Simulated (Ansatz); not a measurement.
The system is FeAu.

```
Au Fe
1.0
     1.41175    0.81507    4.46945
    -1.41175    0.81507    4.46945
     0.00000   -1.63015    4.46945
Au Fe
1 1
Cartesian
  0.0000 0.0000 0.0000
  0.0000 0.0000 6.7042
```

The cell comes from a database or a generator and needn't be the stable form of this composition.

| Item | Value |
| --- | --- |
| Program | Ansatz 0.2.0 |
| Task | relaxation of cell and atoms |
| Functional | RPBE |
| Potentials or basis | Ansatz PAW |
| Cutoff | 420 eV (not typed: the program's choice for these potentials) |
| k mesh | 11 × 11 × 11 |
| Occupations | fermi-dirac, width 0.05 eV |
| Spin | collinear spin, ferromagnetic start |
| Starting moments | [0.0, 3.0] μB |

At the start: volume 15.43 Å³/atom.

Question: Where does the relaxation end?

Answer: It ends after 6 steps and the volume is 15.81 Å³/atom (+2.5 %); space group R-3m (No. 166, to 0.05 Å); moment 2.97 μB per cell.

Step by step:
| step | energy change (eV) | largest force (eV/Å) | volume (Å³) |
| --- | --- | --- | --- |
| 1 | 0.0000 | 0.0000 | 30.86 |
| 2 | -0.0067 | 0.0000 | 32.00 |
| 3 | -0.0091 | 0.0000 | 31.65 |
| 4 | -0.0093 | 0.0000 | 31.61 |
| 5 | -0.0093 | 0.0000 | 31.62 |
| 6 | -0.0097 | 0.0000 | 31.62 |

Final structure:
```xyz
2
Lattice="1.4158 0.8174 4.5534 -1.4158 0.8174 4.5534 0.0000 -1.6348 4.5534" Properties=species:S:1:pos:R:3 pbc="T T T"
Au    0.0000    0.0000    0.0000
Fe    0.0000    0.0000    6.8301
```

Caveat: the plane-wave basis is chosen anew once the cell has moved, so the energies of steps on either side of that aren't comparable; the PAW data sets come from PBE, with cores solved anew for the run's functional, which leaves a small shift of forces and pressure.
